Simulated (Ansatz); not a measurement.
# Mg: the cost of one run

Method: DFT PBEsol, scalar-relativistic, plane waves, PAW, in Ansatz 0.2.0.

16 further runs of the same task are left out: 16 set aside as unsound or not needed.

**1. The system as given**

It takes space group I4/mmm (No. 139, tetragonal). Conventional cell: a = 3.644 Å, b = 3.644 Å, c = 3.396 Å, α = 90.00°, β = 90.00°, γ = 90.00°. Mg (site symmetry 4/mmm) has 10 Mg at 3.09 to 3.40 Å as nearest neighbours.

Coordinates:

```cif
data_structure
_symmetry_space_group_name_H-M 'I4/mmm'
_symmetry_Int_Tables_number 139
_cell_length_a 3.6439
_cell_length_b 3.6439
_cell_length_c 3.3961
_cell_angle_alpha 90.000
_cell_angle_beta 90.000
_cell_angle_gamma 90.000
_cell_volume 45.09
loop_
_atom_site_label
_atom_site_type_symbol
_atom_site_symmetry_multiplicity
_atom_site_Wyckoff_symbol
_atom_site_fract_x
_atom_site_fract_y
_atom_site_fract_z
_atom_site_occupancy
Mg1 Mg 2 a 0.00000 0.00000 0.00000 1
```

It goes back to an entry of the Materials Project, which need not be the stable form.

This cell was relaxed beforehand with the same method: volume 22.55 Å³/atom, gap on the mesh none (metal).

**2. Plan of the line**

The energy is mapped over the lattice constants a and c of the conventional cell.

The axes are (1) lattice constant a (and b): 7 values from 3.389 to 3.899 Å; (2) lattice constant c: 7 values from 2.989 to 3.804 Å.

Nothing else is relaxed (symmetry fixes all fractional coordinates). Energies count from the relaxed crystal. Points are written as (first, second).

**3. The run at (3.559 Å, 2.989 Å)**

Contents of input.yaml:

```yaml
crystal:
  lattice:
    - [-1.77945, 1.77945, 1.4943]
    - [1.77945, -1.77945, 1.4943]
    - [1.77945, 1.77945, -1.4943]
  atoms:
    - { symbol: Mg, position: [0.0, 0.0, 0.0] }
basis:
  ecutwfc: 520.0
kpoints:
  mp_grid: { grid: [18, 18, 18] }
hamiltonian:
  xc: pbesol
scf:
  occupations: { method: gaussian, width: 0.15 }
output:
  forces: true
  stress: true
  eigenvalues: true
```

Launch:

```bash
$ ansatz run input.yaml --threads 1 --pin off --max-ram 2048MiB --backend cpu --events-out ev --progress --plain --runs-dir out
```

**Question.** How long does this run take on 1 thread of Arm Neoverse N1, shared host, and how much memory does it need?

About 9.6 s, with a peak of 0.38 GiB.
